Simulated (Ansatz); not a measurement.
# ZnBr2: how the settings move a single-point run

Aim: see which settings change the result for ZnBr2, by how much, and at what cost. The cell is built on a prototype (fluorite) and needn't be the phase found in nature.

Program: Ansatz 0.2.0. Level of theory: reference: DFT, PBEsol, plane waves, PAW. These are calculated values, not measurements.

2 further runs of the same task are left out: 2 that didn't finish.

## (1) Starting point

The structure is cubic, space group Fm-3m (No. 225). Conventional cell: a = 6.692 Å, b = 6.692 Å, c = 6.692 Å, α = 90.00°, β = 90.00°, γ = 90.00°. Zn (site symmetry m-3m) has 8 Br at 2.90 Å as nearest neighbours. Br (site symmetry -43m) is surrounded by 4 Zn at 2.90 Å.

As a file:

```cif
data_structure
_symmetry_space_group_name_H-M 'Fm-3m'
_symmetry_Int_Tables_number 225
_cell_length_a 6.6920
_cell_length_b 6.6920
_cell_length_c 6.6920
_cell_angle_alpha 90.000
_cell_angle_beta 90.000
_cell_angle_gamma 90.000
_cell_volume 299.68
loop_
_atom_site_label
_atom_site_type_symbol
_atom_site_symmetry_multiplicity
_atom_site_Wyckoff_symbol
_atom_site_fract_x
_atom_site_fract_y
_atom_site_fract_z
_atom_site_occupancy
Zn1 Zn 4 a 0.00000 0.00000 0.00000 1
Br1 Br 8 c 0.25000 0.75000 0.75000 1
```

## (2) Reference

Contents of input.yaml:

```yaml
crystal:
  lattice:
    - [0.0, 3.3459756228, 3.3459756228]
    - [3.3459756228, 0.0, 3.3459756228]
    - [3.3459756228, 3.3459756228, 0.0]
  atoms:
    - { symbol: Zn, position: [0.0, 0.0, 0.0] }
    - { symbol: Br, position: [0.25, 0.25, 0.25] }
    - { symbol: Br, position: [0.75, 0.75, 0.75] }
kpoints:
  mp_grid: { grid: [4, 4, 4] }
hamiltonian:
  xc: pbesol
scf:
  occupations: { method: fermi_dirac, width: 0.02 }
  n_extra_bands: 4
output:
  forces: true
  stress: true
  eigenvalues: true
```

Command:

```bash
> ansatz run input.yaml --threads 4 --pin off --max-ram 3686MiB --backend cpu --events-out ev --progress --plain --runs-dir out
```

## (3) A further run, with the input changed

input.yaml: that of step 2 with these lines changed.

```diff
@@ -16,2 +16,4 @@
   n_extra_bands: 4
+  convergence: { dr2_threshold: 0.0001 }
+  max_iter: 88
 output:
```

## (5) Changing settings: xc_grid 3

input.yaml: that of step 2 with these lines changed.

```diff
@@ -20 +20,3 @@
   eigenvalues: true
+basis:
+  xc_grid: 3
```

## (6) Changed: occupations.method tetrahedron, width left out

input.yaml: that of step 2 with these lines changed.

```diff
@@ -14,3 +14,3 @@
 scf:
-  occupations: { method: fermi_dirac, width: 0.02 }
+  occupations: { method: tetrahedron }
   n_extra_bands: 4
```

## (7) Changing settings: occupations.method gaussian, occupations.width 0.2

input.yaml: that of step 2 with these lines changed.

```diff
@@ -14,3 +14,3 @@
 scf:
-  occupations: { method: fermi_dirac, width: 0.02 }
+  occupations: { method: gaussian, width: 0.2 }
   n_extra_bands: 4
```

## (8) Changed: dispersion d3bj

input.yaml: that of step 2 with these lines changed.

```diff
@@ -13,2 +13,3 @@
   xc: pbesol
+  dispersion: d3bj
 scf:
```

## (9) Variant: mp_grid.grid [3, 3, 3]

input.yaml: that of step 2 with these lines changed.

```diff
@@ -10,3 +10,3 @@
 kpoints:
-  mp_grid: { grid: [4, 4, 4] }
+  mp_grid: { grid: [3, 3, 3] }
 hamiltonian:
```

(Steps that only read results are left out.)

What does the calculation give? Wanted: for each run, ending; energy change; pressure; gap; force.

As calculated:

```csv
run,ending,energy change,pressure (GPa),gap (eV),force (eV/Å),cycles,time
reference,converged,0,-1.4,0.00,0.00,7,0.79 s
1: dr2_threshold 0.0001,converged,0.0 meV/atom,-1.4,0.00,0.00,6,0.8 s
2: xc_grid 3,converged,0.0 meV/atom,-1.4,0.00,0.00,7,0.81 s
"3: occupations.method tetrahedron, width left out",converged,+3.1 meV/atom (σ→0),-1.5,0.00,0.00,7,0.79 s
"4: occupations.method gaussian, occupations.width 0.2",converged,-0.5 meV/atom (σ→0),-1.4,0.00,0.00,7,0.79 s
5: dispersion d3bj,converged,-235.7 meV/atom (offset of the dispersion model),-3.0,0.00,0.00,7,0.79 s
"6: mp_grid.grid [3, 3, 3]",converged,+11.5 meV/atom,-1.1,0.00,0.00,6,0.66 s
```

Residual by cycle in the longest SCF loop of each run; runs are numbered as in the table. The quantity is the density residual dr2, in eV.

```csv
cycle,reference,run 1,run 2,run 3,run 4,run 5,run 6
1,0.00189,0.00189,0.00189,5.5e-4,0.00187,0.00189,0.00608
2,6.0e-4,6.0e-4,6.0e-4,5.3e-4,6.0e-4,6.0e-4,2.6e-4
3,1.1e-4,1.1e-4,1.1e-4,1.9e-4,1.2e-4,1.1e-4,4.3e-5
4,1.5e-5,1.5e-5,1.5e-5,4.8e-5,1.6e-5,1.5e-5,6.1e-6
5,1.4e-5,1.4e-5,1.4e-5,1.5e-6,1.5e-5,1.4e-5,2.4e-7
6,1.5e-6,1.5e-6,1.5e-6,2.9e-7,1.6e-6,1.5e-6,2.4e-8
7,8.1e-8,-,8.1e-8,5.7e-8,8.9e-8,8.1e-8,-
```

What this shows: No change moves the result by more than the table shows.
